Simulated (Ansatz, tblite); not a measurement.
# In(PF3)H3 (F₃H₃InP): rung by rung, part 1 of 2

How do method and basis change the picture of In(PF3)H3 (F₃H₃InP) (singlet)?

The runs use Ansatz 0.2.0, Gaussian basis; as each input shows.

Plan: GFN1-xTB, GFN2-xTB, PBE-D4/def2-TZVP, r2SCAN-D4/def2-TZVP, B2PLYP/def2-TZVP, B97M-V/def2-TZVP, B3LYP-D4/def2-TZVP, r2SCANh-D4/def2-TZVP, LDA/def2-TZVP, r2SCAN0-D4/def2-TZVP, BHLYP-D4/def2-TZVP, LC-ωPBE(0.10)/def2-TZVP, LC-ωPBE(0.15)/def2-TZVP, LC-ωPBE(0.20)/def2-TZVP, LC-ωPBE(0.30)/def2-TZVP, PBE-D4/def2-SVP, PBE0-D4/def2-SVP, PBE0-D4/def2-TZVPD, PBE-D4/def2-TZVPD, r2SCAN-D4/def2-TZVPD, CCSD(T)/def2-TZVP, RPA/def2-TZVP.

## 1. The geometry

The singlet was relaxed beforehand with r2SCAN-D4/def2-SVP.

8 atoms, charge 0, spin multiplicity 1.

Bond lengths: In1–P2 2.830 Å, In1–H6 1.732 Å, In1–H7 1.731 Å, In1–H8 1.731 Å, P2–F3 1.588 Å, P2–F4 1.588 Å, P2–F5 1.588 Å. Angles: P2–In1–H6 92.3°, P2–In1–H7 92.3°, P2–In1–H8 92.8°, H6–In1–H7 119.8°, H6–In1–H8 119.8°, H7–In1–H8 119.9°, In1–P2–F3 119.0°, In1–P2–F4 118.3°, In1–P2–F5 118.7°, F3–P2–F4 98.9°, F3–P2–F5 98.9°, F4–P2–F5 98.9°.

In takes a core potential in the def2 sets. No spin-orbit coupling is included.

PBE0-D4/def2-TZVP was run before; its log isn't repeated, and its numbers join the tables.

## 2. GFN1-xTB

Tight binding, by tblite at 300 K electronic temperature and without a spin-polarisation term:

```python
tblite.interface.Calculator('GFN1-xTB', numbers, positions, charge=0, uhf=0).singlepoint()
```

Energy -581.3148 eV, HOMO -11.90 eV, LUMO -7.56 eV; 0.016 s.

## 3. GFN2-xTB

Tight binding, by tblite at 300 K electronic temperature and without a spin-polarisation term:

```python
tblite.interface.Calculator('GFN2-xTB', numbers, positions, charge=0, uhf=0).singlepoint()
```

Energy -532.1186 eV, HOMO -11.53 eV, LUMO -6.73 eV; 0.011 s.

## 4. PBE-D4/def2-TZVP

start.molden holds the orbitals of an earlier run on this state, given as this run's starting guess.

File in.yaml:

```yaml
crystal:
  periodic: [false, false, false]
  atoms:
    - {symbol: In, position_ang: [0.034266, -0.039506, -1.672147]}
    - {symbol: P, position_ang: [-0.027050, 0.025365, 1.156326]}
    - {symbol: F, position_ang: [-1.430327, 0.114460, 1.894780]}
    - {symbol: F, position_ang: [0.717166, 1.215219, 1.899415]}
    - {symbol: F, position_ang: [0.595973, -1.193866, 1.960819]}
    - {symbol: H, position_ang: [1.764835, -0.092922, -1.703658]}
    - {symbol: H, position_ang: [-0.781391, 1.482876, -1.794123]}
    - {symbol: H, position_ang: [-0.873472, -1.511627, -1.741412]}
basis:
  gaussian: {orbitals: def2-TZVP, initial_orbitals: start.molden}
hamiltonian: {xc: pbe, dispersion: d4}
scf: {omitted_lower_state_checks: [starts]}
output: {orbitals: {seedname: orbitals}}
```

The run is started by

```
ansatz run in.yaml --threads 4 --pin off --events-out ev --progress --plain --max-ram 3916MiB
```

Output:

```text
Functional definition: PBE
  name "PBE"
  cite "Perdew, Burke & Ernzerhof, Phys. Rev. Lett. 77, 3865 (1996) doi:10.1103/PhysRevLett.77.3865"
  parent pbe
  parameter kappa = 0.804
  parameter beta = 0.06672455060314922
  exchange = pbe_x(kappa = kappa, mu = beta*pi^2/3)
  correlation = pbe_c(beta = beta)
these checks for a lower state are left out or cut short: starts
1258 factors; their error is unknown
mean field evaluation 1: about -22655.9769 eV, gradient 1.2e1 eV
mean field evaluation 2: about -22656.1515 eV, gradient 2.0e-1 eV
mean field evaluation 4: about -22656.1424 eV, gradient 3.2e-4 eV
mean field -22656.14244246 eV, -832.5978778756 hartree, gradient 2.1e-5 eV, S^2 0.000000; 0 other end points of the search recorded, 0 dependent functions left out
reference -22656.14250098 eV, -832.5978800259 hartree; 33, 33 occupied and 165, 165 virtual orbitals, 1258 factors
Total energy: -22656.30877730 eV, -832.6039905683 hartree
Checks for a lower state left out: starts
```

It took 5.5 s on 4 threads of Intel Xeon at 2.50GHz, shared host.

From the report: HOMO -6.99 eV, LUMO -2.10 eV.

## 5. r2SCAN-D4/def2-TZVP

Edit in.yaml of step 4 so:

```diff
@@ -13,3 +13,3 @@
   gaussian: {orbitals: def2-TZVP, initial_orbitals: start.molden}
-hamiltonian: {xc: pbe, dispersion: d4}
+hamiltonian: {xc: r2scan, dispersion: d4}
 scf: {omitted_lower_state_checks: [starts]}
```

Same command.

Output:

```text
Functional definition: r2SCAN
  name "r2SCAN"
  cite "Furness, Kaplan, Ning, Perdew & Sun, J. Phys. Chem. Lett. 11, 8208 (2020) doi:10.1021/acs.jpclett.0c02405"
  cite "Furness, Kaplan, Ning, Perdew & Sun, J. Phys. Chem. Lett. 11, 9248 (2020) doi:10.1021/acs.jpclett.0c03077"
  parent r2scan
  parameter k0 = 0.174
  parameter k1 = 0.065
  parameter a1 = 4.9479
  exchange = r2scan_x(k0 = k0, k1 = k1, a1 = a1)
  correlation = r2scan_c
these checks for a lower state are left out or cut short: starts
1258 factors; their error is unknown
mean field evaluation 1: about -22666.0733 eV, gradient 7.1e0 eV
mean field evaluation 2: about -22666.1190 eV, gradient 6.5e-2 eV
mean field evaluation 4: about -22666.1108 eV, gradient 1.0e-4 eV
mean field -22666.11076093 eV, -832.9642068226 hartree, gradient 1.8e-5 eV, S^2 0.000000; 0 other end points of the search recorded, 0 dependent functions left out
reference -22666.11077843 eV, -832.9642074657 hartree; 33, 33 occupied and 165, 165 virtual orbitals, 1258 factors
Total energy: -22666.15067718 eV, -832.9656737177 hartree
Checks for a lower state left out: starts
```

It took 7 s on 4 threads of Intel Xeon at 2.50GHz, shared host.

Report: HOMO -7.28 eV, LUMO -1.90 eV.

## 6. B2PLYP/def2-TZVP

Edit in.yaml of step 5 so:

```diff
@@ -13,4 +13,4 @@
   gaussian: {orbitals: def2-TZVP, initial_orbitals: start.molden}
-hamiltonian: {xc: r2scan, dispersion: d4}
+hamiltonian: {xc: {name: B2PLYP}}
 scf: {omitted_lower_state_checks: [starts]}
-output: {orbitals: {seedname: orbitals}}
+output: {forces: true}
```

Same command.

Output, shortened:

```text
Functional definition: B2PLYP
  name "B2PLYP"
  cite "Grimme, J. Chem. Phys. 124, 034108 (2006) doi:10.1063/1.2148954"
  cite "Becke, Phys. Rev. A 38, 3098 (1988) doi:10.1103/PhysRevA.38.3098"
  cite "Lee, Yang & Parr, Phys. Rev. B 37, 785 (1988) doi:10.1103/PhysRevB.37.785"
[...]
1474 factors; integrals over basis functions are off by at most 1.3e-3 eV
[...]
mean field -22644.05538135 eV, -832.1536865725 hartree, gradient 5.6e-6 eV, S^2 0.000000; 0 other end points of the search recorded, 0 dependent functions left out
12 core orbitals not correlated: weight in the atoms' cores, before any rotation towards them, 1.000 or more for the frozen orbitals, at most 0.000 for the correlated occupied ones
reference -22644.05556493 eV, -832.1536933192 hartree; 21, 21 occupied and 165, 165 virtual orbitals, 1474 factors
second order -38.87776499 eV of doubles, -0.00000000 eV of singles
[...]
Total energy: -22654.55256148 eV, -832.5394508272 hartree
Atom 0 at     0.034266    -0.039506    -1.672147 Å, force     0.006838    -0.000842    -0.194122 eV/Å
Atom 1 at    -0.027050     0.025365     1.156326 Å, force    -0.027263     0.043106     1.712010 eV/Å
Atom 2 at    -1.430327     0.114460     1.894780 Å, force     0.901606    -0.057186    -0.489473 eV/Å
Atom 3 at     0.717166     1.215219     1.899415 Å, force    -0.478199    -0.761675    -0.488308 eV/Å
Atom 4 at     0.595973    -1.193866     1.960819 Å, force    -0.398120     0.778982    -0.527151 eV/Å
Atom 5 at     1.764835    -0.092922    -1.703658 Å, force    -0.096006     0.002963    -0.005623 eV/Å
Atom 6 at    -0.781391     1.482876    -1.794123 Å, force     0.044532    -0.082423    -0.003475 eV/Å
Atom 7 at    -0.873472    -1.511627    -1.741412 Å, force     0.046613     0.077074    -0.003857 eV/Å
Dipole moment:    -0.004549     0.001693     0.125468 e Å
Checks for a lower state left out: starts
```

Run time: 29 s. Hardware: 4 threads of Intel Xeon at 2.50GHz, shared host.

## 7. B97M-V/def2-TZVP

Edit in.yaml of step 6 so:

```diff
@@ -13,4 +13,4 @@
   gaussian: {orbitals: def2-TZVP, initial_orbitals: start.molden}
-hamiltonian: {xc: {name: B2PLYP}}
+hamiltonian: {xc: {name: B97M-V}}
 scf: {omitted_lower_state_checks: [starts]}
-output: {forces: true}
+output: {orbitals: {seedname: orbitals}}
```

Launched as before.

Output, shortened:

```text
Functional definition: B97M-V
  name "B97M-V"
  cite "Mardirossian & Head-Gordon, J. Chem. Phys. 142, 074111 (2015) doi:10.1063/1.4907719"
  cite "Becke, J. Chem. Phys. 107, 8554 (1997) doi:10.1063/1.475007"
  cite "Vydrov & Van Voorhis, J. Chem. Phys. 133, 244103 (2010) doi:10.1063/1.3521275"
  # Of w^i u^j: cxij and so on, Table III.
[...]
  gx(w, u) = cx00 + cx01*u + cx02*u^2 + (cx10 + cx11*u)*w
  gss(w, u) = css00 + css02*u^2 + css10*w + (css32*w^3 + css42*w^4)*u^2
  gos(w, u) = cos00 + cos01*u + cos03*u^3 + cos10*w + cos32*w^3*u^2
[...]
      + integral(e_c_pw_mod_opposite_spin*gos(b97_w_opposite, b97_u_opposite)) + vv10(b, c)
[...]
1258 factors; their error is unknown
[...]
mean field -22663.03696320 eV, -832.8512468394 hartree, gradient 2.4e-5 eV, S^2 0.000000; 0 other end points of the search recorded, 0 dependent functions left out
reference -22663.03704719 eV, -832.8512499259 hartree; 33, 33 occupied and 165, 165 virtual orbitals, 1258 factors
Total energy: -22663.03704719 eV, -832.8512499259 hartree
Checks for a lower state left out: starts
```

Run time: 13 s. Hardware: 4 threads of Intel Xeon at 2.50GHz, shared host.

From the report: HOMO -7.36 eV, LUMO -1.95 eV.

## 8. B3LYP-D4/def2-TZVP

Edit in.yaml of step 7 so:

```diff
@@ -13,3 +13,3 @@
   gaussian: {orbitals: def2-TZVP, initial_orbitals: start.molden}
-hamiltonian: {xc: {name: B97M-V}}
+hamiltonian: {xc: {name: B3LYP}, dispersion: d4}
 scf: {omitted_lower_state_checks: [starts]}
```

Same command.

Output, shortened:

```text
Functional definition: B3LYP
  name "B3LYP"
  cite "Stephens, Devlin, Chabalowski & Frisch, J. Phys. Chem. 98, 11623 (1994) doi:10.1021/j100096a001"
  cite "Becke, Phys. Rev. A 38, 3098 (1988) doi:10.1103/PhysRevA.38.3098"
  cite "Lee, Yang & Parr, Phys. Rev. B 37, 785 (1988) doi:10.1103/PhysRevB.37.785"
  cite "Vosko, Wilk & Nusair, Can. J. Phys. 58, 1200 (1980) doi:10.1139/p80-159"
[...]
1347 factors; their error is unknown
[...]
mean field -22670.60254876 eV, -833.1292769805 hartree, gradient 9.7e-6 eV, S^2 0.000000; 0 other end points of the search recorded, 0 dependent functions left out
reference -22670.60284077 eV, -833.1292877117 hartree; 33, 33 occupied and 165, 165 virtual orbitals, 1347 factors
Total energy: -22670.87269635 eV, -833.1392047216 hartree
Checks for a lower state left out: starts
```

It took 9 s on 4 threads of Intel Xeon at 2.50GHz, shared host.

HOMO -8.01 eV, LUMO -1.41 eV.

## 9. r2SCANh-D4/def2-TZVP

Edit in.yaml of step 8 so:

```diff
@@ -13,3 +13,3 @@
   gaussian: {orbitals: def2-TZVP, initial_orbitals: start.molden}
-hamiltonian: {xc: {name: B3LYP}, dispersion: d4}
+hamiltonian: {xc: {name: r2SCANh}, dispersion: d4}
 scf: {omitted_lower_state_checks: [starts]}
```

Same command.

Output, shortened:

```text
Functional definition: r2SCANh
  name "r2SCANh"
  cite "Bursch, Neugebauer, Ehlert & Grimme, J. Chem. Phys. 156, 134105 (2022) doi:10.1063/5.0086040"
  cite "Furness, Kaplan, Ning, Perdew & Sun, J. Phys. Chem. Lett. 11, 8208 (2020) doi:10.1021/acs.jpclett.0c02405"
  cite "Furness, Kaplan, Ning, Perdew & Sun, J. Phys. Chem. Lett. 11, 9248 (2020) doi:10.1021/acs.jpclett.0c03077"
  parent r2scan
[...]
1258 factors; their error is unknown
[...]
mean field -22665.18481223 eV, -832.9301788355 hartree, gradient 1.1e-5 eV, S^2 0.000000; 0 other end points of the search recorded, 0 dependent functions left out
reference -22665.18482815 eV, -832.9301794203 hartree; 33, 33 occupied and 165, 165 virtual orbitals, 1258 factors
Total energy: -22665.22808643 eV, -832.9317691330 hartree
Checks for a lower state left out: starts
```

It took 9.5 s on 4 threads of Intel Xeon at 2.50GHz, shared host.

From the report: HOMO -7.72 eV, LUMO -1.57 eV.

## 10. LDA/def2-TZVP

Edit in.yaml of step 9 so:

```diff
@@ -13,3 +13,3 @@
   gaussian: {orbitals: def2-TZVP, initial_orbitals: start.molden}
-hamiltonian: {xc: {name: r2SCANh}, dispersion: d4}
+hamiltonian: {xc: lda}
 scf: {omitted_lower_state_checks: [starts]}
```

Same command.

Output:

```text
Functional definition: SPW92
  name "SPW92"
  cite "Dirac, Proc. Camb. Phil. Soc. 26, 376 (1930) doi:10.1017/S0305004100016108"
  cite "Slater, Phys. Rev. 81, 385 (1951) doi:10.1103/PhysRev.81.385"
  cite "Perdew & Wang, Phys. Rev. B 45, 13244 (1992) doi:10.1103/PhysRevB.45.13244"
  exchange = slater_x
  correlation = pw_c
these checks for a lower state are left out or cut short: starts
1258 factors; their error is unknown
mean field evaluation 1: about -22572.6404 eV, gradient 4.9e1 eV
mean field evaluation 2: about -22573.2289 eV, gradient 1.0e0 eV
mean field evaluation 4: about -22573.2277 eV, gradient 1.3e-1 eV
mean field -22573.22770654 eV, -829.5508175322 hartree, gradient 3.0e-5 eV, S^2 0.000000; 0 other end points of the search recorded, 0 dependent functions left out
reference -22573.22776061 eV, -829.5508195192 hartree; 33, 33 occupied and 165, 165 virtual orbitals, 1258 factors
Total energy: -22573.22776061 eV, -829.5508195192 hartree
Checks for a lower state left out: starts
```

Wall time 3.5 s (4 threads of Intel Xeon at 2.50GHz, shared host).

From the report: HOMO -7.11 eV, LUMO -2.35 eV.

## 11. r2SCAN0-D4/def2-TZVP

Edit in.yaml of step 10 so:

```diff
@@ -13,3 +13,3 @@
   gaussian: {orbitals: def2-TZVP, initial_orbitals: start.molden}
-hamiltonian: {xc: lda}
+hamiltonian: {xc: {name: r2SCAN0}, dispersion: d4}
 scf: {omitted_lower_state_checks: [starts]}
```

Launched as before.

Output, shortened:

```text
Functional definition: r2SCAN0
  name "r2SCAN0"
  cite "Bursch, Neugebauer, Ehlert & Grimme, J. Chem. Phys. 156, 134105 (2022) doi:10.1063/5.0086040"
  cite "Furness, Kaplan, Ning, Perdew & Sun, J. Phys. Chem. Lett. 11, 8208 (2020) doi:10.1021/acs.jpclett.0c02405"
  cite "Furness, Kaplan, Ning, Perdew & Sun, J. Phys. Chem. Lett. 11, 9248 (2020) doi:10.1021/acs.jpclett.0c03077"
  parent r2scan
[...]
1363 factors; their error is unknown
[...]
mean field -22663.84868032 eV, -832.8810768934 hartree, gradient 1.5e-5 eV, S^2 0.000000; 0 other end points of the search recorded, 0 dependent functions left out
reference -22663.84869393 eV, -832.8810773935 hartree; 33, 33 occupied and 165, 165 virtual orbitals, 1363 factors
Total energy: -22663.89687328 eV, -832.8828479519 hartree
Checks for a lower state left out: starts
```

Wall time 10 s (4 threads of Intel Xeon at 2.50GHz, shared host).

Report: HOMO -8.38 eV, LUMO -1.07 eV.

## 12. BHLYP-D4/def2-TZVP

Edit in.yaml of step 11 so:

```diff
@@ -13,3 +13,3 @@
   gaussian: {orbitals: def2-TZVP, initial_orbitals: start.molden}
-hamiltonian: {xc: {name: r2SCAN0}, dispersion: d4}
+hamiltonian: {xc: {name: BHLYP}, dispersion: d4}
 scf: {omitted_lower_state_checks: [starts]}
```

Launched as before.

Output:

```text
Functional definition: BHLYP
  name "BHLYP"
  cite "Becke, J. Chem. Phys. 98, 1372 (1993) doi:10.1063/1.464304"
  cite "Becke, Phys. Rev. A 38, 3098 (1988) doi:10.1103/PhysRevA.38.3098"
  cite "Lee, Yang & Parr, Phys. Rev. B 37, 785 (1988) doi:10.1103/PhysRevB.37.785"
  parameter a = 0.5
  exchange = (1 - a)*b88_x + a*exact_x
  correlation = lyp_c
these checks for a lower state are left out or cut short: starts
1499 factors; their error is unknown
mean field evaluation 1: about -22662.5407 eV, gradient 1.0e1 eV
mean field evaluation 2: about -22662.6862 eV, gradient 2.1e-1 eV
mean field evaluation 4: about -22662.8702 eV, gradient 6.9e-4 eV
mean field -22662.87019846 eV, -832.8451183484 hartree, gradient 7.4e-6 eV, S^2 0.000000; 0 other end points of the search recorded, 0 dependent functions left out
reference -22662.87039481 eV, -832.8451255638 hartree; 33, 33 occupied and 165, 165 virtual orbitals, 1499 factors
Total energy: -22663.09990222 eV, -832.8535598058 hartree
Checks for a lower state left out: starts
```

It took 7.5 s on 4 threads of Intel Xeon at 2.50GHz, shared host.

Report: HOMO -9.32 eV, LUMO -0.19 eV.

## 13. LC-ωPBE(0.10)/def2-TZVP

Edit in.yaml of step 12 so:

```diff
@@ -13,3 +13,3 @@
   gaussian: {orbitals: def2-TZVP, initial_orbitals: start.molden}
-hamiltonian: {xc: {name: BHLYP}, dispersion: d4}
+hamiltonian: {xc: {name: LC-wPBE, parameters: {omega: 0.1/bohr}}}
 scf: {omitted_lower_state_checks: [starts]}
```

Launched as before.

Output, shortened:

```text
Functional definition: LC-wPBE
  name "LC-wPBE"
  cite "Vydrov & Scuseria, J. Chem. Phys. 125, 234109 (2006) doi:10.1063/1.2409292"
  cite "Heyd & Scuseria, J. Chem. Phys. 120, 7274 (2004) doi:10.1063/1.1668634"
  cite "Ernzerhof & Perdew, J. Chem. Phys. 109, 3313 (1998) doi:10.1063/1.476928"
  cite "Perdew, Burke & Ernzerhof, Phys. Rev. Lett. 77, 3865 (1996) doi:10.1103/PhysRevLett.77.3865"
  parent pbe
[...]
  with omega = 0.1/bohr from the input
[...]
1258 factors; their error is unknown
87 factors; integrals over basis functions are off by at most 3.2e-7 eV
[...]
mean field -22658.29024713 eV, -832.6768082411 hartree, gradient 2.3e-5 eV, S^2 0.000000; 0 other end points of the search recorded, 0 dependent functions left out
reference -22658.29024730 eV, -832.6768082475 hartree; 33, 33 occupied and 165, 165 virtual orbitals, 1258 factors
Total energy: -22658.29024730 eV, -832.6768082475 hartree
Checks for a lower state left out: starts
```

It took 8 s on 4 threads of Intel Xeon at 2.50GHz, shared host.

HOMO -8.47 eV, LUMO -0.70 eV.

## 14. LC-ωPBE(0.15)/def2-TZVP

Edit in.yaml of step 13 so:

```diff
@@ -13,3 +13,3 @@
   gaussian: {orbitals: def2-TZVP, initial_orbitals: start.molden}
-hamiltonian: {xc: {name: LC-wPBE, parameters: {omega: 0.1/bohr}}}
+hamiltonian: {xc: {name: LC-wPBE, parameters: {omega: 0.15/bohr}}}
 scf: {omitted_lower_state_checks: [starts]}
```

Same command.

Output, shortened:

```text
Functional definition: LC-wPBE
  name "LC-wPBE"
  cite "Vydrov & Scuseria, J. Chem. Phys. 125, 234109 (2006) doi:10.1063/1.2409292"
  cite "Heyd & Scuseria, J. Chem. Phys. 120, 7274 (2004) doi:10.1063/1.1668634"
  cite "Ernzerhof & Perdew, J. Chem. Phys. 109, 3313 (1998) doi:10.1063/1.476928"
  cite "Perdew, Burke & Ernzerhof, Phys. Rev. Lett. 77, 3865 (1996) doi:10.1103/PhysRevLett.77.3865"
  parent pbe
[...]
  with omega = 0.15/bohr from the input
[...]
1258 factors; their error is unknown
152 factors; integrals over basis functions are off by at most 5.0e-7 eV
[...]
mean field -22658.75876667 eV, -832.6940260169 hartree, gradient 1.7e-5 eV, S^2 0.000000; 0 other end points of the search recorded, 0 dependent functions left out
reference -22658.75876674 eV, -832.6940260195 hartree; 33, 33 occupied and 165, 165 virtual orbitals, 1258 factors
Total energy: -22658.75876674 eV, -832.6940260195 hartree
Checks for a lower state left out: starts
```

It took 7.5 s on 4 threads of Intel Xeon at 2.50GHz, shared host.

From the report: HOMO -9.06 eV, LUMO -0.16 eV.

## 15. LC-ωPBE(0.20)/def2-TZVP

Edit in.yaml of step 14 so:

```diff
@@ -13,3 +13,3 @@
   gaussian: {orbitals: def2-TZVP, initial_orbitals: start.molden}
-hamiltonian: {xc: {name: LC-wPBE, parameters: {omega: 0.15/bohr}}}
+hamiltonian: {xc: {name: LC-wPBE, parameters: {omega: 0.2/bohr}}}
 scf: {omitted_lower_state_checks: [starts]}
```

Same command.

Output, shortened:

```text
Functional definition: LC-wPBE
  name "LC-wPBE"
  cite "Vydrov & Scuseria, J. Chem. Phys. 125, 234109 (2006) doi:10.1063/1.2409292"
  cite "Heyd & Scuseria, J. Chem. Phys. 120, 7274 (2004) doi:10.1063/1.1668634"
  cite "Ernzerhof & Perdew, J. Chem. Phys. 109, 3313 (1998) doi:10.1063/1.476928"
  cite "Perdew, Burke & Ernzerhof, Phys. Rev. Lett. 77, 3865 (1996) doi:10.1103/PhysRevLett.77.3865"
  parent pbe
[...]
  with omega = 0.2/bohr from the input
[...]
1258 factors; their error is unknown
187 factors; integrals over basis functions are off by at most 1.8e-6 eV
[...]
mean field -22659.34591247 eV, -832.7156032271 hartree, gradient 2.6e-5 eV, S^2 0.000000; 0 other end points of the search recorded, 0 dependent functions left out
reference -22659.34591251 eV, -832.7156032285 hartree; 33, 33 occupied and 165, 165 virtual orbitals, 1258 factors
Total energy: -22659.34591251 eV, -832.7156032285 hartree
Checks for a lower state left out: starts
```

Wall time 8.1 s (4 threads of Intel Xeon at 2.50GHz, shared host).

From the report: HOMO -9.57 eV, LUMO 0.27 eV.

## 16. LC-ωPBE(0.30)/def2-TZVP

Edit in.yaml of step 15 so:

```diff
@@ -13,3 +13,3 @@
   gaussian: {orbitals: def2-TZVP, initial_orbitals: start.molden}
-hamiltonian: {xc: {name: LC-wPBE, parameters: {omega: 0.2/bohr}}}
+hamiltonian: {xc: {name: LC-wPBE, parameters: {omega: 0.3/bohr}}}
 scf: {omitted_lower_state_checks: [starts]}
```

Launched as before.

Output, shortened:

```text
Functional definition: LC-wPBE
  name "LC-wPBE"
  cite "Vydrov & Scuseria, J. Chem. Phys. 125, 234109 (2006) doi:10.1063/1.2409292"
  cite "Heyd & Scuseria, J. Chem. Phys. 120, 7274 (2004) doi:10.1063/1.1668634"
  cite "Ernzerhof & Perdew, J. Chem. Phys. 109, 3313 (1998) doi:10.1063/1.476928"
  cite "Perdew, Burke & Ernzerhof, Phys. Rev. Lett. 77, 3865 (1996) doi:10.1103/PhysRevLett.77.3865"
  parent pbe
[...]
  with omega = 0.3/bohr from the input
[...]
1258 factors; their error is unknown
276 factors; integrals over basis functions are off by at most 7.6e-6 eV
[...]
mean field -22660.65847768 eV, -832.7638391088 hartree, gradient 2.5e-5 eV, S^2 0.000000; 0 other end points of the search recorded, 0 dependent functions left out
reference -22660.65847770 eV, -832.7638391094 hartree; 33, 33 occupied and 165, 165 virtual orbitals, 1258 factors
Total energy: -22660.65847770 eV, -832.7638391094 hartree
Checks for a lower state left out: starts
```

It took 8.5 s on 4 threads of Intel Xeon at 2.50GHz, shared host.

From the report: HOMO -10.35 eV, LUMO 0.83 eV.

## 17. PBE-D4/def2-SVP

Edit in.yaml of step 16 so:

```diff
@@ -12,4 +12,4 @@
 basis:
-  gaussian: {orbitals: def2-TZVP, initial_orbitals: start.molden}
-hamiltonian: {xc: {name: LC-wPBE, parameters: {omega: 0.3/bohr}}}
+  gaussian: {orbitals: def2-SVP, initial_orbitals: start.molden}
+hamiltonian: {xc: pbe, dispersion: d4}
 scf: {omitted_lower_state_checks: [starts]}
```

Launched as before.

Output:

```text
Functional definition: PBE
  name "PBE"
  cite "Perdew, Burke & Ernzerhof, Phys. Rev. Lett. 77, 3865 (1996) doi:10.1103/PhysRevLett.77.3865"
  parent pbe
  parameter kappa = 0.804
  parameter beta = 0.06672455060314922
  exchange = pbe_x(kappa = kappa, mu = beta*pi^2/3)
  correlation = pbe_c(beta = beta)
these checks for a lower state are left out or cut short: starts
1141 factors; their error is unknown
mean field evaluation 1: about -22641.1972 eV, gradient 3.1e1 eV
mean field evaluation 2: about -22641.7261 eV, gradient 6.5e-1 eV
mean field evaluation 4: about -22641.6938 eV, gradient 6.6e-2 eV
mean field -22641.69378356 eV, -832.0668994544 hartree, gradient 2.2e-5 eV, S^2 0.000000; 0 other end points of the search recorded, 0 dependent functions left out
reference -22641.69382907 eV, -832.0669011269 hartree; 33, 33 occupied and 68, 68 virtual orbitals, 1141 factors
Total energy: -22641.86010540 eV, -832.0730116693 hartree
Checks for a lower state left out: starts
```

It took 3.3 s on 4 threads of Intel Xeon at 2.50GHz, shared host.

From the report: HOMO -6.92 eV, LUMO -1.71 eV.

(Continued in part 2 of 2.)
